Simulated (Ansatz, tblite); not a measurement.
# Ge17H24 off sphere (Ge₁₇H₂₄): rung by rung

The task here is to estimate one member of a computed series from the others.

Method: as each input shows; program: Ansatz 0.2.0, Gaussian basis.

Plan: GFN1-xTB, GFN2-xTB, PBE-D4/def2-TZVP, r2SCAN-D4/def2-TZVP, PBE-D4/def2-SVP, PBE0-D4/def2-SVP.

1 further run of the same task is left out (set aside as unsound or not needed).

## The structure

The singlet was relaxed beforehand with r2SCAN-D4/def2-SVP.

41 atoms, charge 0, spin multiplicity 1.

Bond lengths: Ge1–Ge9 2.428 Å, Ge1–Ge12 2.426 Å, Ge1–H18 1.543 Å, Ge1–H19 1.540 Å, Ge2–Ge11 2.432 Å, Ge2–Ge13 2.430 Å, Ge2–H20 1.544 Å, Ge2–H21 1.542 Å, Ge3–Ge10 2.431 Å, Ge3–Ge14 2.429 Å, Ge3–Ge15 2.430 Å, Ge3–H22 1.546 Å, Ge4–Ge11 2.438 Å, Ge4–Ge14 2.431 Å, Ge4–Ge16 2.436 Å, Ge4–H23 1.547 Å, Ge5–Ge9 2.434 Å, Ge5–Ge10 2.436 Å and more. Angles: Ge9–Ge1–Ge12 112.1°, Ge9–Ge1–H18 109.2°, Ge9–Ge1–H19 109.4°, Ge12–Ge1–H18 109.0°, Ge12–Ge1–H19 109.5°, H18–Ge1–H19 107.4°, Ge11–Ge2–Ge13 109.2°, Ge11–Ge2–H20 108.6°, Ge11–Ge2–H21 111.4°, Ge13–Ge2–H20 108.7°, Ge13–Ge2–H21 111.1°, H20–Ge2–H21 107.7°, Ge10–Ge3–Ge14 109.1°, Ge10–Ge3–Ge15 109.3°, Ge10–Ge3–H22 109.7°, Ge14–Ge3–Ge15 109.6°, Ge14–Ge3–H22 109.6°, Ge15–Ge3–H22 109.5° and more.

PBE0-D4/def2-TZVP was run before; its log isn't repeated, and its numbers join the tables.

The first run:

Tight binding, by tblite at 300 K electronic temperature and without a spin-polarisation term:

```python
tblite.interface.Calculator('GFN1-xTB', numbers, positions, charge=0, uhf=0).singlepoint()
```

Tight binding, by tblite at 300 K electronic temperature and without a spin-polarisation term:

```python
tblite.interface.Calculator('GFN2-xTB', numbers, positions, charge=0, uhf=0).singlepoint()
```

start.molden holds the orbitals of an earlier run on this state, given as this run's starting guess.

in.yaml

```yaml
crystal:
  periodic: [false, false, false]
  atoms:
    - {symbol: Ge, position_ang: [-1.907020, -2.889578, 3.088862]}
    - {symbol: Ge, position_ang: [1.279603, -3.009048, -0.133436]}
    - {symbol: Ge, position_ang: [-1.687321, 2.638703, -2.775137]}
    - {symbol: Ge, position_ang: [1.140201, -0.138101, -2.805722]}
    - {symbol: Ge, position_ang: [-1.658074, -0.235723, 0.010348]}
    - {symbol: Ge, position_ang: [1.149476, -0.260578, 2.812611]}
    - {symbol: Ge, position_ang: [1.118830, 2.630573, 0.029742]}
    - {symbol: Ge, position_ang: [3.963265, -0.143071, 0.041961]}
    - {symbol: Ge, position_ang: [-3.105961, -1.575700, 1.436185]}
    - {symbol: Ge, position_ang: [-3.056908, 1.182279, -1.392803]}
    - {symbol: Ge, position_ang: [-0.230281, -1.599806, -1.416954]}
    - {symbol: Ge, position_ang: [-0.266896, -1.568230, 4.293282]}
    - {symbol: Ge, position_ang: [2.573413, -1.620850, 1.384567]}
    - {symbol: Ge, position_ang: [-0.265496, 1.275909, -4.196441]}
    - {symbol: Ge, position_ang: [-0.307657, 4.038563, -1.346949]}
    - {symbol: Ge, position_ang: [2.544358, 1.239906, -1.369779]}
    - {symbol: Ge, position_ang: [-0.245498, 1.167474, 1.417441]}
    - {symbol: H, position_ang: [-2.916025, -3.479218, 4.095666]}
    - {symbol: H, position_ang: [-1.206095, -4.070434, 2.392351]}
    - {symbol: H, position_ang: [2.248892, -3.709282, -1.110223]}
    - {symbol: H, position_ang: [0.512644, -4.105426, 0.632477]}
    - {symbol: H, position_ang: [-2.596266, 3.531020, -3.651696]}
    - {symbol: H, position_ang: [2.048532, -1.016652, -3.698162]}
    - {symbol: H, position_ang: [2.070959, 0.634201, 3.676055]}
    - {symbol: H, position_ang: [2.006656, 3.506530, 0.944531]}
    - {symbol: H, position_ang: [4.926401, -0.974478, -0.830558]}
    - {symbol: H, position_ang: [4.810903, 0.759229, 0.962073]}
    - {symbol: H, position_ang: [-3.980632, -2.501502, 0.565695]}
    - {symbol: H, position_ang: [-4.050327, -0.606797, 2.178061]}
    - {symbol: H, position_ang: [-3.952495, 0.299039, -2.286576]}
    - {symbol: H, position_ang: [-3.979393, 2.028361, -0.490545]}
    - {symbol: H, position_ang: [-1.123580, -2.472770, -2.329238]}
    - {symbol: H, position_ang: [0.593845, -2.489459, 5.181660]}
    - {symbol: H, position_ang: [-1.015960, -0.589645, 5.221018]}
    - {symbol: H, position_ang: [3.472177, -2.516520, 2.267807]}
    - {symbol: H, position_ang: [-1.135462, 0.398517, -5.119746]}
    - {symbol: H, position_ang: [0.613224, 2.178156, -5.086749]}
    - {symbol: H, position_ang: [0.558461, 4.978118, -2.211076]}
    - {symbol: H, position_ang: [-1.203961, 4.913242, -0.446595]}
    - {symbol: H, position_ang: [3.422188, 2.151151, -2.259219]}
    - {symbol: H, position_ang: [-1.162731, 2.021879, 2.325213]}
basis:
  gaussian: {orbitals: def2-TZVP, fitting: {mean_field: def2-universal-jkfit}, initial_orbitals: start.molden}
hamiltonian: {xc: pbe, dispersion: d4}
scf: {omitted_lower_state_checks: [starts]}
output: {orbitals: {seedname: orbitals}}
```

The run is started by

```bash
$ ansatz run in.yaml --threads 11 --pin off --events-out ev --progress --plain --max-ram 110592MiB --backend cuda --devices 0, --max-vram 75GiB
```

Among the steps run: PBE-D4/def2-TZVP; r2SCAN-D4/def2-TZVP; PBE-D4/def2-SVP; PBE0-D4/def2-SVP.

One of the session's tables, all rows but one given; the rest of the session is left out.

It belongs to the step «Binding energy». 

```
              level  binding an atom (eV)
    PBE-D4/def2-SVP                     ?
   PBE-D4/def2-TZVP                 2.899
r2SCAN-D4/def2-TZVP                 2.942
   PBE0-D4/def2-SVP                 2.904
  PBE0-D4/def2-TZVP                 2.903
```

**Question.** Estimate the row for PBE-D4/def2-SVP.

As computed: binding an atom (eV): 2.898. In the column «binding an atom (eV)» it is the lowest.

To keep in mind: Free atoms were run apart at each level; binding is atoms less cluster, divided by the number of atoms, without zero-point or spin-orbit terms.
